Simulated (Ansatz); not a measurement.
Write a Python script for Ansatz 0.2.0, Python API that makes a phonon calculation by finite displacements of N, space group P6_3/mmc. Level of theory: r2SCAN, PAW, the default cutoff (500 eV here), 4×4×2 k-points, fixed occupations.

```yaml
crystal:
  lattice:
    - [4.16723, 0.00000, 0.00000]
    - [-2.08362, 3.60893, 0.00000]
    - [0.00000, 0.00000, 7.00600]
  atoms:
    - { symbol: N, position: [0.33333, 0.66667, 0.32893] }
    - { symbol: N, position: [0.33333, 0.66667, 0.17107] }
    - { symbol: N, position: [0.66667, 0.33333, 0.82893] }
    - { symbol: N, position: [0.66667, 0.33333, 0.67107] }
```

Script `run_phonons.py`:
```python
from dataclasses import dataclass
from pathlib import Path
import warnings

import ansatz as az
import numpy as np


@dataclass(frozen=True)
class Settings:
    xc: str = 'r2scan'
    smearing: str = 'Fixed'
    tolerance: float = 1e-07
    kmesh: tuple[int, ...] = (4, 4, 2)


cfg = Settings()


def main() -> None:
    warnings.simplefilter('ignore', az.DeckWarning)

    lattice = az.Lattice.of(
        (4.167233, 0.0, 0.0),
        (-2.083616, 3.608929, 0.0),
        (0.0, 0.0, 7.006004),
    )
    sites = [
        ('N', (1 / 3, 2 / 3, 0.32893)),
        ('N', (1 / 3, 2 / 3, 0.17107)),
        ('N', (2 / 3, 1 / 3, 0.82893)),
        ('N', (2 / 3, 1 / 3, 0.67107)),
    ]
    structure = az.Crystal(lattice=lattice)
    for symbol, position in sites:
        structure = structure.atom(symbol, position)

    calculation = (
        structure.calculation()
        .functional(cfg.xc)
        .occupations(cfg.smearing)
        .scf(tolerance=cfg.tolerance)
        .kpoints(*cfg.kmesh)
        .phonons('fd', supercell=1, amplitude=0.01)
    )
    out = calculation.run(runs_dir='out')
    folder = Path(out.output_folder) / 'results'
    ph = out.phonons

    print('modes at Gamma (1/cm):', np.round(ph.gamma_omega_inv_cm, 1) + 0.0)
    print(f'{ph.n_members} displaced supercells, sum-rule residual {ph.asr_residual_pre_ev_ang2:.1e} eV/A^2')
    optical = np.sort(ph.gamma_omega_inv_cm)
    print('imaginary modes at Gamma:', int((optical < -10).sum()), '- highest mode', round(float(optical[-1]), 1), '1/cm')


if __name__ == '__main__':
    main()
```

```console
$ python run_phonons.py
modes at Gamma (1/cm): [   0.     0.     0.    57.    57.    61.3  245.   245.   261.1  261.1
 2305.1 2306.1]
2 displaced supercells, sum-rule residual 3.4e-03 eV/A^2
imaginary modes at Gamma: 0 - highest mode 2306.1 1/cm
```

Reading the output:
- The cell isn't relaxed first, so the values belong to this volume.
- Energy and stress may still move on a finer k-point mesh.
- No spin polarisation was allowed.
- This isn't the structure that N takes at ambient conditions.
- The structure is taken as given and the supercell is small; imaginary modes can come from an unrelaxed or unstable start.
- It ran for 27 s on 1 thread of Arm Neoverse V1 (shared host), peak memory 0.79 GiB.

(Lines on the test bed's own set-up are left out of the output.)
